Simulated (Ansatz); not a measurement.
# CH5ClSe: the cost of one run

Program: Ansatz 0.2.0, Gaussian basis. Level of theory: RKS PBE-D4/def2-SVP. These are calculated values, not measurements.

Levels: PBE-D4, revPBE-D4, BLYP-D4, r2SCAN-D4, B97M-V, PBE0-D4, B3LYP-D4, HSE06-D4, wB97X-V, wB97M-V, B2PLYP, Hartree-Fock, MP2, CCSD, CCSD(T). The reference is CCSD(T) extrapolated to the basis limit. For elements past Ar these valence bases correlate outer-core shells poorly and lack relativity, so that limit is rough.

Cores are frozen in the correlated methods. Filled d shells of the heavier atoms are correlated. B3LYP uses VWN-RPA correlation. B2PLYP carries no dispersion term here.

176 further runs of the same task are left out: 176 set aside as unsound or not needed. Runs told in other sessions of the task aren't counted.

## (1) Starting geometry

The pair, from a GFN2-xTB docking trial: 8 atoms, charge 0, spin multiplicity 1.

Atoms are counted from 1 here; the program's logs count them from 0.

Bond lengths: C1–Cl2 1.774 Å, C1–H3 1.086 Å, C1–H4 1.086 Å, C1–H5 1.086 Å, Se6–H7 1.435 Å, Se6–H8 1.446 Å. Angles: Cl2–C1–H3 108.1°, Cl2–C1–H4 108.6°, Cl2–C1–H5 108.2°, H3–C1–H4 110.8°, H3–C1–H5 110.3°, H4–C1–H5 110.8°, H7–Se6–H8 91.6°.

Geometry (Å):

```xyz
8

C    -0.1561    0.1693   -1.6360
Cl    0.8020   -0.9880   -0.6918
H    -1.1693    0.1655   -1.2454
H    -0.1431   -0.1387   -2.6773
H     0.2900    1.1527   -1.5193
Se    0.2830    0.2561    2.0585
H     0.1590   -1.1570    2.2782
H    -0.0655    0.5402    3.4331
```

Atoms 1 to 5 are fragment A (CH3Cl), the rest fragment B (H2Se).

## (2) A first relaxation in a small basis

Contents of pre/in.yaml:

```yaml
crystal:
  periodic: [false, false, false]
  atoms:
    - {symbol: C, position_ang: [-0.156100, 0.169300, -1.636000]}
    - {symbol: Cl, position_ang: [0.802000, -0.988000, -0.691800]}
    - {symbol: H, position_ang: [-1.169300, 0.165500, -1.245400]}
    - {symbol: H, position_ang: [-0.143100, -0.138700, -2.677300]}
    - {symbol: H, position_ang: [0.290000, 1.152700, -1.519300]}
    - {symbol: Se, position_ang: [0.283000, 0.256100, 2.058500]}
    - {symbol: H, position_ang: [0.159000, -1.157000, 2.278200]}
    - {symbol: H, position_ang: [-0.065500, 0.540200, 3.433100]}
basis:
  gaussian: {orbitals: def2-SVP}
hamiltonian: {xc: pbe, dispersion: d4}
relax: {f_tol: 0.03, max_steps: 250}
```

The run is started by

```bash
ansatz run in.yaml --threads 4 --pin off --events-out ev --progress --plain --max-ram 9574MiB
```

**Question.** How long does this run take on 4 threads of Arm Neoverse V1, shared host?

About 18 s.
